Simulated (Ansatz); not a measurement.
Predict the output of the script below (Ansatz 0.2.0, Python API).

`scan_fh6psi2.py`:
```python
'''Stretching a bond of FH6PSi2, the rest held rigid.'''

import ansatz as az
import numpy as np

BASIS = 'def2-SVP'
XC = 'hf'

geometry_ang = [
    ('F', (-1.9189, 1.2267, -0.2893)),
    ('Si', (-0.3984, 0.961, -0.2187)),
    ('Si', (0.0167, -0.6204, 1.3828)),
    ('P', (0.3376, 0.2859, -2.2335)),
    ('H', (0.3264, 2.2237, 0.0623)),
    ('H', (1.5102, -0.8929, 1.447)),
    ('H', (-0.3471, -0.1635, 2.7535)),
    ('H', (-0.6046, -1.888, 1.0865)),
    ('H', (-0.3739, -0.9679, -2.1627)),
    ('H', (1.5352, -0.2157, -1.8249)),
]
mol = az.Crystal.molecule()
for symbol, xyz in geometry_ang:
    mol = mol.atom(symbol, xyz)

symbols = [site.symbol for site in mol.cartesian_sites]
start = np.array([site.position_ang for site in mol.cartesian_sites])
axis = (start[4] - start[1]) / np.linalg.norm(start[4] - start[1])
moving = [4]
lengths, energies = [1.26, 1.36, 1.48, 1.63, 1.85, 2.22, 2.67, 3.26], []
for length in lengths:
    xyz = start.copy()
    xyz[moving] += (length - np.linalg.norm(start[4] - start[1])) * axis
    point = az.Crystal.molecule()
    for symbol, place in zip(symbols, xyz):
        point = point.atom(symbol, place.tolist())
    base = point.calculation().basis(gaussian=BASIS).functional(XC)
    data = base.run(threads=1).report
    energies.append(data['free_energy_ev'])
    print(f'r = {length:6.3f} A  E = {energies[-1]:.5f} eV  <S^2> = {abs(data["mean_field"]["state"]["spin_squared"]):.3f}')

print('energy above the lowest point (eV):', [round(e - min(energies), 3) for e in energies])
```

Running `python scan_fh6psi2.py` prints:
```text
r =  1.260 A  E = -27787.72121 eV  <S^2> = 0.000
r =  1.360 A  E = -27788.21530 eV  <S^2> = 0.000
r =  1.480 A  E = -27788.38563 eV  <S^2> = 0.000
r =  1.630 A  E = -27788.20880 eV  <S^2> = 0.000
r =  1.850 A  E = -27787.56823 eV  <S^2> = 0.000
r =  2.220 A  E = -27786.20701 eV  <S^2> = 0.000
r =  2.670 A  E = -27784.68034 eV  <S^2> = 0.000
r =  3.260 A  E = -27783.12655 eV  <S^2> = 0.000
energy above the lowest point (eV): [0.664, 0.17, 0.0, 0.177, 0.817, 2.179, 3.705, 5.259]
```

Total energies depend on the basis set; only differences at equal settings carry meaning. The rest of the molecule is held rigid at a force-field or estimated start geometry, and the basis set is modest; single-reference methods fail as a bond breaks. Hartree-Fock leaves correlation out, so bond, atomisation and ionisation energies come out well too low. The orbitals are restricted, so S² is zero by construction. Toward dissociation an unrestricted state can lie under the restricted one, by tenths of an eV for polar bonds under a functional and by 1 to 2 eV or more for others. Hardware and time: 12 s on 1 thread of Arm Neoverse V1, with other jobs on the host, peak memory 0.24 GiB.
